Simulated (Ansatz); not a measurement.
LaReN3, space group Pm-3m: a scan of the energy under strain, run with Ansatz's Python interface.

`laren3_strain.py`:
```python
'''A biaxial strain scan of LaReN3.'''

import ansatz
import matplotlib.pyplot as plt
import numpy as np

config = {
    'smearing': 'fermi_dirac',
    'smearing_width': 0.1,
    'functional': 'r2scan',
    'scf_tol': 1e-10,
    'ecut': 520,
    'mesh': (9, 9, 9),
}

VECTORS = np.array([
    [3.95489279, 0.0, 0.0],
    [0.0, 3.95489279, 0.0],
    [0.0, 0.0, 3.95489279],
])
SITES = [
    ('La', (0.0, 0.0, 0.0)),
    ('Re', (0.5, 0.5, 0.5)),
    ('N', (0.0, 0.5, 0.5)),
    ('N', (0.5, 0.0, 0.5)),
    ('N', (0.5, 0.5, 0.0)),
]


def crystal_on(cell):
    crystal = ansatz.Crystal(lattice=ansatz.Lattice.of(cell))
    for symbol, position in SITES:
        crystal = crystal.atom(symbol, position)
    return crystal

# clamped ions: the fractional positions stay as typed
values = np.linspace(-0.01, 0.01, 5)
energies = []
for d in values:
    strain = np.diag([d, d, 0])
    cell = VECTORS @ (np.eye(3) + strain)
    base = crystal_on(cell).calculation()
    base = base.occupations(config['smearing'], width=config['smearing_width'])
    base = base.pseudopotentials('paw')
    base = base.functional(config['functional']).scf(tolerance=config['scf_tol'])
    base = base.basis(config['ecut']).kpoints(*config['mesh'])
    base = base.stress()
    summary = base.run(threads=1).report
    energies.append(summary['free_energy_ev'] / len(SITES))
    s = summary['stress_gpa']
    print(f'd = {d:+.4f}  stress xx yy zz xy (GPa, compression positive): {s[0][0]:8.3f} {s[1][1]:8.3f} {s[2][2]:8.3f} {s[0][1]:8.3f}')
energies = np.array(energies)

for value, e in zip(values, energies):
    print(f'strain {value:7.3f}   E - Emin = {1000 * (e - energies.min()):9.3f} meV/atom')
plt.figure(figsize=(4.5, 3))
plt.plot(values, 1000 * (energies - energies.min()), 'o-')
plt.xlabel('strain')
plt.ylabel('meV/atom')
plt.tight_layout()
plt.savefig('strain.png', dpi=100)
curvature = 2 * np.polyfit(values, energies, 3)[1]
volume = abs(np.linalg.det(VECTORS)) / len(SITES)
print(f'd2E/dd2 over the volume: {curvature / volume * 160.21766:.1f} GPa')
```

How much energy does this biaxial strain cost, and what curvature follows?

Against the unstrained cell the energy per atom changes by +1.21 meV at one end of the scan and +8.05 meV at the other, and its second derivative over the volume is 1199.4 GPa.

The output:

`python laren3_strain.py` gives:
```text
d = -0.0100  stress xx yy zz xy (GPa, compression positive):    4.046    4.046    1.547    0.000
d = -0.0050  stress xx yy zz xy (GPa, compression positive):    0.761    0.761   -0.417    0.000
d = +0.0000  stress xx yy zz xy (GPa, compression positive):   -2.319   -2.319   -2.319   -0.000
d = +0.0050  stress xx yy zz xy (GPa, compression positive):   -5.209   -5.209   -4.150    0.000
d = +0.0100  stress xx yy zz xy (GPa, compression positive):   -7.923   -7.923   -5.905    0.000
strain  -0.010   E - Emin =     1.828 meV/atom
strain  -0.005   E - Emin =     0.000 meV/atom
strain   0.000   E - Emin =     0.614 meV/atom
strain   0.005   E - Emin =     3.541 meV/atom
strain   0.010   E - Emin =     8.660 meV/atom
d2E/dd2 over the volume: 1199.4 GPa
```

Reading the output:
- The run is spin-unpolarised.
- The curvature belongs to this strain pattern and to the cell's stress; it equals a single elastic constant only for simple patterns.
- In a metal a curvature from energy changes of a few meV or less hangs on mesh and smearing, in size and even in sign.
- Spin-orbit coupling, which matters for elements this heavy, is left out.
- The structure comes from a database of computed cells and needn't be a stable or known phase.
- The ions keep their fractional positions (clamped ions).
- Hardware and time: 58 s on 1 thread of Intel(R) Xeon(R) Processor @ 2.30GHz (shared host), peak memory 0.8 GiB.
